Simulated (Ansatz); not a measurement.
**F4Ga2H2O2: how energies converge with the basis set**

Aim: see how fast density functionals converge with the basis set for F4Ga2H2O2.

Method: one geometry, several basis sets; program: Ansatz 0.2.0, Gaussian basis.

Plan: PBE0-D4/def2-SVP; ωB97M-V/def2-SVP; PBE0-D4/def2-QZVPP; ωB97M-V/def2-QZVPP; the functionals' def2-TZVPP values are taken from earlier runs.

## 1. The geometry

The geometry comes from an earlier relaxation with PBE0-D4 in a triple-zeta def2 set; it is a stationary point, not always the lowest conformer.

SMILES `[F][Ga-]1([F])[OH+][Ga-]([F])([F])[OH+]1`, 10 atoms, charge 0, spin multiplicity 1.

Atoms are counted from 1 here; the program's logs count them from 0.

Bond lengths: F1–Ga2 1.738 Å, Ga2–F3 1.738 Å, Ga2–O4 1.917 Å, Ga2–O8 1.917 Å, O4–Ga5 1.917 Å, O4–H9 0.962 Å, Ga5–F6 1.738 Å, Ga5–F7 1.738 Å, Ga5–O8 1.917 Å, O8–H10 0.962 Å. Angles: F1–Ga2–F3 120.8°, F1–Ga2–O4 115.1°, F1–Ga2–O8 108.5°, F3–Ga2–O4 108.6°, F3–Ga2–O8 115.1°, O4–Ga2–O8 82.5°, Ga2–O4–Ga5 97.5°, Ga2–O4–H9 119.0°, Ga5–O4–H9 119.0°, O4–Ga5–F6 108.6°, O4–Ga5–F7 115.1°, O4–Ga5–O8 82.5°, F6–Ga5–F7 120.8°, F6–Ga5–O8 115.1°, F7–Ga5–O8 108.5°, Ga2–O8–Ga5 97.5°, Ga2–O8–H10 119.0°, Ga5–O8–H10 119.0°.

## 2. PBE0-D4 in def2-SVP

Input file in.yaml:

```yaml
crystal:
  periodic: [false, false, false]
  atoms:
    - {symbol: F, position_ang: [0.457708, -2.713216, 0.060595]}
    - {symbol: Ga, position_ang: [0.673967, -1.093772, 0.654417]}
    - {symbol: F, position_ang: [1.694227, -0.776135, 2.025608]}
    - {symbol: O, position_ang: [-0.938519, -0.074092, 0.843527]}
    - {symbol: Ga, position_ang: [-0.674625, 1.093674, -0.653907]}
    - {symbol: F, position_ang: [-0.457184, 2.713494, -0.061547]}
    - {symbol: F, position_ang: [-1.693309, 0.775821, -2.026219]}
    - {symbol: O, position_ang: [0.937938, 0.074056, -0.842994]}
    - {symbol: H, position_ang: [-1.150004, 0.307879, 1.700195]}
    - {symbol: H, position_ang: [1.149801, -0.307718, -1.699676]}
basis:
  gaussian: {orbitals: def2-SVP}
hamiltonian: {xc: pbe0, dispersion: d4}
output: {orbitals: {seedname: orbitals}}
```

The run is started by

```console
ansatz run in.yaml --threads 2 --pin off --events-out ev --progress --plain --max-ram 22528MiB --backend cpu
```

After this run come: ωB97M-V in def2-SVP; PBE0-D4 in def2-QZVPP; ωB97M-V in def2-QZVPP.

Before running them: what should the planned runs give, taken together? Wanted: PBE0-D4: double and triple zeta above quadruple; ωB97M-V: double and triple zeta above quadruple.

**Answer**, as computed:

```
                                       quantity           value
PBE0-D4: double and triple zeta above quadruple  35.35, 3.26 eV
ωB97M-V: double and triple zeta above quadruple  35.44, 3.10 eV
```

**Reading.** PBE0-D4 gains 32.09 eV from double to triple zeta, then 3.26 eV more. Total energies overstate the basis error of differences, where much of it tends to cancel.
